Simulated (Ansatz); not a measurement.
**C₆H₁₂O₂: geometry at several levels**

Aim: geometry at several levels, for C₆H₁₂O₂, with the cost of each level.

Program: Ansatz 0.2.0. Level of theory: the levels named in each step. These are calculated values, not measurements.

### Step 1. The structure to begin with

Bond lengths (14 of 20 bonds, heavy atoms first): O1–C2 1.401 Å, C2–C3 1.534 Å, C3–C4 1.531 Å, C4–C5 1.526 Å, C5–C6 1.527 Å, C6–C7 1.528 Å, C3–O8 1.419 Å, C7–O8 1.409 Å, O1–H9 0.966 Å, C2–H10 1.092 Å, C2–H11 1.099 Å, C3–H12 1.104 Å, C4–H13 1.092 Å, C4–H14 1.091 Å. Angles (14 of 38 angles, heavy atoms first): O1–C2–C3 111.4°, C2–C3–C4 111.6°, C2–C3–O8 105.8°, C4–C3–O8 111.3°, C3–C4–C5 110.2°, C4–C5–C6 109.1°, C5–C6–C7 109.1°, C6–C7–O8 111.9°, C3–O8–C7 112.5°, O1–C2–H10 106.9°, O1–C2–H11 110.5°, C3–C2–H10 110.2°, C3–C2–H11 108.8°, C2–O1–H9 106.5°.

As a file:

```xyz
20

O     2.2733    0.4792    0.9857
C     2.0562   -0.2120   -0.2140
C     0.5588   -0.3598   -0.5124
C    -0.1535   -1.1743    0.5706
C    -1.6599   -1.1732    0.3242
C    -2.1474    0.2694    0.2141
C    -1.3350    0.9908   -0.8601
O     0.0457    0.9618   -0.5832
H     1.7367    1.2813    0.9405
H     2.5166   -1.1955   -0.1015
H     2.5345    0.3142   -1.0526
H     0.4286   -0.8531   -1.4912
H     0.0664   -0.7233    1.5403
H     0.2388   -2.1918    0.5678
H    -1.8770   -1.7032   -0.6072
H    -2.1755   -1.6905    1.1349
H    -3.2064    0.3054   -0.0433
H    -2.0039    0.7774    1.1695
H    -1.5248    0.5264   -1.8407
H    -1.6007    2.0491   -0.9144
```

### Step 2. A rough first relaxation, PBE-D4/def2-SVP

Contents of input.yaml:

```yaml
crystal:
  periodic: [false, false, false]
  atoms:
    - { symbol: O, position_ang: [2.27332, 0.47922, 0.98565] }
    - { symbol: C, position_ang: [2.05625, -0.21205, -0.21397] }
    - { symbol: C, position_ang: [0.55881, -0.35981, -0.51243] }
    - { symbol: C, position_ang: [-0.15346, -1.17429, 0.57065] }
    - { symbol: C, position_ang: [-1.65991, -1.17316, 0.32417] }
    - { symbol: C, position_ang: [-2.14744, 0.26936, 0.21411] }
    - { symbol: C, position_ang: [-1.33501, 0.99082, -0.86006] }
    - { symbol: O, position_ang: [0.04572, 0.96182, -0.58321] }
    - { symbol: H, position_ang: [1.73672, 1.28134, 0.94049] }
    - { symbol: H, position_ang: [2.51658, -1.19554, -0.10153] }
    - { symbol: H, position_ang: [2.53447, 0.31419, -1.05258] }
    - { symbol: H, position_ang: [0.42857, -0.85315, -1.49116] }
    - { symbol: H, position_ang: [0.06644, -0.72333, 1.5403] }
    - { symbol: H, position_ang: [0.23876, -2.19181, 0.56783] }
    - { symbol: H, position_ang: [-1.87701, -1.70317, -0.6072] }
    - { symbol: H, position_ang: [-2.1755, -1.69049, 1.13492] }
    - { symbol: H, position_ang: [-3.20639, 0.30541, -0.04334] }
    - { symbol: H, position_ang: [-2.00387, 0.77744, 1.16948] }
    - { symbol: H, position_ang: [-1.52475, 0.52645, -1.84073] }
    - { symbol: H, position_ang: [-1.6007, 2.04908, -0.91438] }
basis:
  gaussian: { orbitals: def2-SVP }
hamiltonian:
  xc: pbe
  dispersion: d4
relax:
  f_tol: 0.03
  max_steps: 200
```

Launch:

```sh
$ ansatz run input.yaml --threads 4 --pin off --max-ram 10240MiB --backend cpu --events-out ev --progress --plain --runs-dir out
```

Further steps of the session: Relaxation, HF/STO-3G; Relaxation, HF/6-31G*; Relaxation, LDA/def2-SVP; Relaxation, PBE-D4/def2-SVP.

Before running it: what results should come out? Wanted: O1–C2 at PBE-D4/def2-SVP; C2–C3 at PBE-D4/def2-SVP; C3–C4 at PBE-D4/def2-SVP.

**Answer**, as computed:

| quantity | value |
| --- | --- |
| O1–C2 at PBE-D4/def2-SVP | 1.412 Å |
| C2–C3 at PBE-D4/def2-SVP | 1.530 Å |
| C3–C4 at PBE-D4/def2-SVP | 1.533 Å |

What this shows: The O–C distance spreads over 0.041 Å, from LDA/def2-SVP (shortest) to HF/STO-3G.
